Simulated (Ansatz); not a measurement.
# C₃H₆ClNSi: up Jacob's ladder to CCSD(T)

An exercise on one series of results from a longer session: the logs are not shown, and one member is left open.

The runs use Ansatz 0.2.0, Gaussian basis; functionals in def2-TZVPP, the program's frozen cores in correlated methods.

Plan: LDA (SPW92), PBE-D4, revPBE-D4, BLYP-D4, r2SCAN-D4, B97M-V, PBE0-D4, B3LYP-D4, r2SCANh-D4, r2SCAN0-D4, HSE06-D4, BHLYP-D4, CAM-B3LYP-D4, LC-ωPBE, ωB97X-V, ωB97M-V, B2PLYP, PBE-QIDH; CCSD(T)/def2-SVP; CCSD(T)/def2-TZVPP; MP2/def2-QZVPP; extrapolation to the limit; RPA on PBE.

## The geometry

All runs share one geometry, relaxed beforehand with PBE0-D4 in a triple-zeta def2 set.

SMILES `C[Si](C)(Cl)C#N`, 12 atoms, charge 0, spin multiplicity 1.

Atoms are counted from 1 here; the program's logs count them from 0.

Bond lengths: C1–Si2 1.849 Å, C1–H7 1.093 Å, C1–H8 1.091 Å, C1–H9 1.093 Å, Si2–C3 1.849 Å, Si2–Cl4 2.052 Å, Si2–C5 1.858 Å, C3–H10 1.091 Å, C3–H11 1.092 Å, C3–H12 1.093 Å, C5–N6 1.152 Å. Angles: Si2–C1–H7 110.3°, Si2–C1–H8 110.8°, Si2–C1–H9 110.2°, H7–C1–H8 108.5°, H7–C1–H9 108.6°, H8–C1–H9 108.5°, C1–Si2–C3 114.9°, C1–Si2–Cl4 109.9°, C1–Si2–C5 107.9°, C3–Si2–Cl4 109.9°, C3–Si2–C5 107.9°, Cl4–Si2–C5 105.9°, Si2–C3–H10 110.8°, Si2–C3–H11 110.3°, Si2–C3–H12 110.2°, H10–C3–H11 108.5°, H10–C3–H12 108.5°, H11–C3–H12 108.6° and more.

The first run:

in.yaml

```yaml
crystal:
  periodic: [false, false, false]
  atoms:
    - {symbol: C, position_ang: [-1.208101, -0.578539, 0.995958]}
    - {symbol: Si, position_ang: [-0.186952, 0.005392, -0.431074]}
    - {symbol: C, position_ang: [1.630242, -0.293767, -0.262395]}
    - {symbol: Cl, position_ang: [-0.875308, -0.832255, -2.173281]}
    - {symbol: C, position_ang: [-0.449648, 1.835561, -0.609419]}
    - {symbol: N, position_ang: [-0.597001, 2.975580, -0.683465]}
    - {symbol: H, position_ang: [-1.101554, -1.658700, 1.120288]}
    - {symbol: H, position_ang: [-2.263448, -0.351274, 0.835559]}
    - {symbol: H, position_ang: [-0.884774, -0.088543, 1.918044]}
    - {symbol: H, position_ang: [2.168478, 0.093373, -1.129321]}
    - {symbol: H, position_ang: [1.831214, -1.364447, -0.179879]}
    - {symbol: H, position_ang: [2.013755, 0.202316, 0.632984]}
basis:
  gaussian: {orbitals: def2-TZVPP}
hamiltonian: {xc: lda}
output: {orbitals: {seedname: orbitals}}
```

Run with:

```
ansatz run in.yaml --threads 4 --pin off --events-out ev --progress --plain --max-ram 10444MiB
```

Among the steps run: LDA; PBE-D4 (GGA); revPBE-D4 (GGA); BLYP-D4 (GGA); r2SCAN-D4 (meta-GGA); B97M-V (meta-GGA); B3LYP-D4 (hybrid); r2SCANh-D4 (hybrid); r2SCAN0-D4 (hybrid); HSE06-D4 (hybrid); BHLYP-D4 (hybrid); CAM-B3LYP-D4 (range-separated); LC-ωPBE (range-separated); ωB97X-V (range-separated); ωB97M-V (range-separated); B2PLYP (double hybrid); PBE-QIDH (double hybrid).

One of the session's tables, all rows but one given; the rest of the session is left out.

It belongs to the step «Frontier levels by functional». 

| functional | HOMO (eV) | gap (eV) |
| --- | --- | --- |
| LDA (SPW92) | -7.88 | 6.03 |
| PBE-D4 | -7.74 | 6.16 |
| revPBE-D4 | -7.69 | 6.21 |
| BLYP-D4 | -7.61 | 6.19 |
| r2SCAN-D4 | ? | ? |
| B97M-V | -8.15 | 6.88 |
| PBE0-D4 | -9.10 | 8.50 |
| B3LYP-D4 | -8.86 | 8.06 |
| r2SCANh-D4 | -8.57 | 7.57 |
| r2SCAN0-D4 | -9.32 | 8.85 |
| HSE06-D4 | -8.70 | 7.72 |
| BHLYP-D4 | -10.35 | 10.86 |
| CAM-B3LYP-D4 | -10.48 | 11.05 |
| LC-ωPBE | -11.87 | 13.61 |
| ωB97X-V | -11.50 | 13.14 |
| ωB97M-V | -11.33 | 12.84 |

**Question.** Estimate the row for r2SCAN-D4.

Worked estimate for «HOMO (eV)». Against the share of exact exchange, r2SCANh-D4 (0.1, -8.57), r2SCAN0-D4 (0.25, -9.32) give a slope of -5.00 per unit share; at 0 the line stands at -8.07.

As computed: HOMO (eV): -8.08; gap (eV): 6.72. In «HOMO (eV)» the line misses by +0.01.
